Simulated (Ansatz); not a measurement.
# In2Ga3As5: the cost of one run

Method: DFT PBE, scalar-relativistic, plane waves, PAW, in Ansatz 0.2.0.

### 1 Starting point

It takes space group I-4m2 (No. 119, tetragonal). Conventional cell: a = 4.178 Å, b = 4.178 Å, c = 29.768 Å, α = 90.00°, β = 90.00°, γ = 90.00°. In (site symmetry 2mm) has 4 As at 2.65 Å in its first shell of neighbours. Around Ga (site symmetry -4m2) lie 4 As at 2.51 Å. Ga (site symmetry 2mm) has 4 As at 2.51 to 2.52 Å in its first shell of neighbours. As (site symmetry 2mm) has 2 Ga at 2.51 Å and 2 In at 2.65 Å in its first shell of neighbours. Around As (site symmetry -4m2) lie 4 Ga at 2.52 Å.

Structure file:

```
CELL_PARAMETERS angstrom
-2.08918 2.08918 14.88404
2.08918 -2.08918 14.88404
2.08918 2.08918 -14.88404
ATOMIC_POSITIONS crystal
In 0.35146 0.85146 0.50000
In 0.14854 0.64854 0.50000
Ga 0.75000 0.25000 0.50000
Ga 0.54717 0.04717 0.50000
Ga 0.95283 0.45283 0.50000
As 0.90609 0.90609 0.00000
As 0.29680 0.29680 0.00000
As 0.70320 0.70320 0.00000
As 0.09391 0.09391 0.00000
As 0.50000 0.50000 0.00000
```

The start is the relaxed end of an invented cell (made as: elements ordered on the sites of the InAs type, Ga/In on In (I-4m2, No. 119)), taken up again for a closer look.

### 2 Probe: one point on a coarse mesh

The input, input.yaml:

```yaml
crystal:
  lattice:
    - [-2.0891818, 2.0891818, 14.8840365]
    - [2.0891818, -2.0891818, 14.8840365]
    - [2.0891818, 2.0891818, -14.8840365]
  atoms:
    - { symbol: In, position: [0.351457, 0.851457, 0.5] }
    - { symbol: In, position: [0.148543, 0.648543, 0.5] }
    - { symbol: Ga, position: [0.75, 0.25, 0.5] }
    - { symbol: Ga, position: [0.547174, 0.047174, 0.5] }
    - { symbol: Ga, position: [0.952826, 0.452826, 0.5] }
    - { symbol: As, position: [0.906092, 0.906092, 0.0] }
    - { symbol: As, position: [0.296796, 0.296796, 0.0] }
    - { symbol: As, position: [0.703204, 0.703204, 0.0] }
    - { symbol: As, position: [0.093908, 0.093908, 0.0] }
    - { symbol: As, position: [0.5, 0.5, 0.0] }
basis:
  ecutwfc: 420
kpoints:
  mp_grid: { grid: [6, 6, 6] }
hamiltonian:
  xc: pbe
scf:
  occupations: { method: gaussian, width: 0.1 }
  lower_state_search: "off"
output:
  forces: true
  stress: true
  eigenvalues: true
```

Launch:

```
$ ansatz run input.yaml --threads 4 --pin off --max-ram 8192MiB --backend cpu --events-out ev --progress --plain --runs-dir out
```

What time and memory should one allow on 4 threads of Intel Xeon 6975P-C (Granite Rapids), shared host?

About 11 s, with a peak of 1 GiB.
